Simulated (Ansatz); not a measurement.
**C₃H₆F₃N: taking an electron away**

An exercise on one series of results from a longer session: the logs are not shown, and one member is left open.

Program: Ansatz 0.2.0, Gaussian basis. Level of theory: unrestricted cation, the program's frozen cores in correlated methods. These are calculated values, not measurements.

Levels to be run: UKS PBE-D4/def2-TZVPP; UKS r2SCAN-D4/def2-TZVPP; UKS PBE0-D4/def2-TZVPP; UKS B3LYP-D4/def2-TZVPP; UKS wB97X-V/def2-TZVPP; UKS wB97M-V/def2-TZVPP; UKS B2PLYP/def2-TZVPP; UHF-CCSD(T)/def2-TZVPP; UHF-MP2/def2-QZVPP; extrapolation to the limit; then −ε(HOMO) from the neutral's earlier runs with LDA (SPW92), PBE-D4, revPBE-D4, BLYP-D4, r2SCAN-D4, B97M-V, PBE0-D4, B3LYP-D4, r2SCANh-D4, r2SCAN0-D4, HSE06-D4, BHLYP-D4, CAM-B3LYP-D4, LC-ωPBE, ωB97X-V, ωB97M-V.

### Structure used throughout

An earlier PBE0-D4 in a triple-zeta def2 set relaxation fixed the geometry.

SMILES `CNCC(F)(F)F`, 13 atoms, charge 0, spin multiplicity 1.

Atoms are counted from 1 here; the program's logs count them from 0.

Bond lengths: C1–N2 1.446 Å, C1–H8 1.093 Å, C1–H9 1.102 Å, C1–H10 1.091 Å, N2–C3 1.437 Å, N2–H11 1.012 Å, C3–C4 1.509 Å, C3–H12 1.094 Å, C3–H13 1.103 Å, C4–F5 1.333 Å, C4–F6 1.340 Å, C4–F7 1.344 Å. Angles: N2–C1–H8 109.5°, N2–C1–H9 114.0°, N2–C1–H10 109.4°, H8–C1–H9 107.7°, H8–C1–H10 107.6°, H9–C1–H10 108.3°, C1–N2–C3 112.9°, C1–N2–H11 110.4°, C3–N2–H11 109.9°, N2–C3–C4 111.1°, N2–C3–H12 109.5°, N2–C3–H13 114.8°, C4–C3–H12 106.9°, C4–C3–H13 106.8°, H12–C3–H13 107.3°, C3–C4–F5 112.9°, C3–C4–F6 110.4°, C3–C4–F7 111.3° and more.

Set-up of the first run:

Input file in.yaml:

```yaml
crystal:
  periodic: [false, false, false]
  atoms:
    - {symbol: C, position_ang: [-0.101271, -1.918051, 0.033197]}
    - {symbol: N, position_ang: [0.078449, -0.583280, 0.560872]}
    - {symbol: C, position_ang: [-0.035984, 0.435989, -0.444949]}
    - {symbol: C, position_ang: [0.282085, 1.797344, 0.122962]}
    - {symbol: F, position_ang: [1.539701, 1.898668, 0.551592]}
    - {symbol: F, position_ang: [0.093879, 2.746938, -0.803986]}
    - {symbol: F, position_ang: [-0.518493, 2.091099, 1.162286]}
    - {symbol: H, position_ang: [0.710931, -2.149064, -0.661256]}
    - {symbol: H, position_ang: [-1.053073, -2.064724, -0.502934]}
    - {symbol: H, position_ang: [-0.052678, -2.640511, 0.849013]}
    - {symbol: H, position_ang: [-0.582505, -0.406919, 1.306446]}
    - {symbol: H, position_ang: [0.689231, 0.246410, -1.241224]}
    - {symbol: H, position_ang: [-1.029872, 0.511502, -0.917321]}
basis:
  gaussian: {orbitals: def2-TZVPP}
total_charge: 1
magnetization: {spin_polarized: true, initial_magnetization: 1}
hamiltonian: {xc: pbe, dispersion: d4}
```

On the command line:

```
$ ansatz run in.yaml --threads 2 --pin off --events-out ev --progress --plain --max-ram 20480MiB --backend cuda --devices 0, --max-vram 18GiB
```

Steps of the session up to this table: Cation, UKS PBE-D4/def2-TZVPP; Cation, UKS r2SCAN-D4/def2-TZVPP; Cation, UKS PBE0-D4/def2-TZVPP; Cation, UKS B3LYP-D4/def2-TZVPP; Cation, UKS wB97X-V/def2-TZVPP; Cation, UKS wB97M-V/def2-TZVPP; Cation, UKS B2PLYP (frozen core)/def2-TZVPP; Cation, UHF-CCSD(T)/def2-TZVPP; Cation, UHF-MP2/def2-QZVPP.

One of the session's tables, all rows but one given; the rest of the session is left out.

It belongs to the step «Ionisation energies side by side». Orbital estimates, from the neutral's runs:

```
  functional  −ε(HOMO) (eV)
 LDA (SPW92)           5.67
      PBE-D4           5.56
   revPBE-D4           5.51
     BLYP-D4           5.48
   r2SCAN-D4           5.87
      B97M-V           6.06
     PBE0-D4           7.05
    B3LYP-D4           6.83
  r2SCANh-D4           6.43
  r2SCAN0-D4           7.27
    HSE06-D4           6.64
    BHLYP-D4           8.50
CAM-B3LYP-D4           8.51
     LC-ωPBE           9.85
     ωB97X-V           9.52
     ωB97M-V              ?
```

Estimate the missing values for ωB97M-V.

The run gave: −ε(HOMO) (eV): 9.44. In the column «−ε(HOMO) (eV)» it lies between CAM-B3LYP-D4 (8.51) and ωB97X-V (9.52).
